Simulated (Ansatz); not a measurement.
# CuSi16: the cost of one run

Method: DFT PBE, plane waves, PAW, scalar-relativistic, no spin polarisation, in Ansatz 0.2.0.

## 1. The starting structure

The cell holds 17 atoms (CuSi16): a = 7.679 Å, b = 7.679 Å, c = 7.679 Å, α = 60.00°, β = 60.00°, γ = 60.00°.

Its coordinates follow in the input file.

## 2. Relaxing end A

input.yaml reads:

```yaml
crystal:
  lattice:
    - [0.0, 5.43, 5.43]
    - [5.43, 0.0, 5.43]
    - [5.43, 5.43, 0.0]
  atoms:
    - { symbol: Si, position: [0.0, 0.0, 0.0] }
    - { symbol: Si, position: [0.125, 0.125, 0.125] }
    - { symbol: Si, position: [0.0, 0.0, 0.5] }
    - { symbol: Si, position: [0.125, 0.125, 0.625] }
    - { symbol: Si, position: [0.0, 0.5, 0.0] }
    - { symbol: Si, position: [0.125, 0.625, 0.125] }
    - { symbol: Si, position: [0.0, 0.5, 0.5] }
    - { symbol: Si, position: [0.125, 0.625, 0.625] }
    - { symbol: Si, position: [0.5, 0.0, 0.0] }
    - { symbol: Si, position: [0.625, 0.125, 0.125] }
    - { symbol: Si, position: [0.5, 0.0, 0.5] }
    - { symbol: Si, position: [0.625, 0.125, 0.625] }
    - { symbol: Si, position: [0.5, 0.5, 0.0] }
    - { symbol: Si, position: [0.625, 0.625, 0.125] }
    - { symbol: Si, position: [0.5, 0.5, 0.5] }
    - { symbol: Si, position: [0.625, 0.625, 0.625] }
    - { symbol: Cu, position: [0.8138215, 0.8187493, 0.5503107] }
total_charge: 1
basis:
  ecutwfc: 420.0
kpoints:
  mp_grid: { grid: [2, 2, 2] }
hamiltonian:
  xc: pbe
  pseudopotentials: { kind: paw, azcp: { folder: soft_1 } }
scf:
  occupations: { method: gaussian, width: 0.02 }
  lower_state_search: "off"
relax:
  f_tol: 0.03
  max_steps: 60
  adjacent_minimum: "off"
output:
  write_density: true
  write_potential: true
  elf: true
  volumetric_format: npy
```

Started as:

```sh
$ ansatz run input.yaml --threads 1 --pin off --max-ram 3072MiB --backend cpu --events-out ev --progress --plain --runs-dir out
```

**Question.** How long does this run take on 1 thread of Arm Neoverse V2, shared host, and how much memory does it need?

About 1.7 min, with a peak of 0.59 GiB.
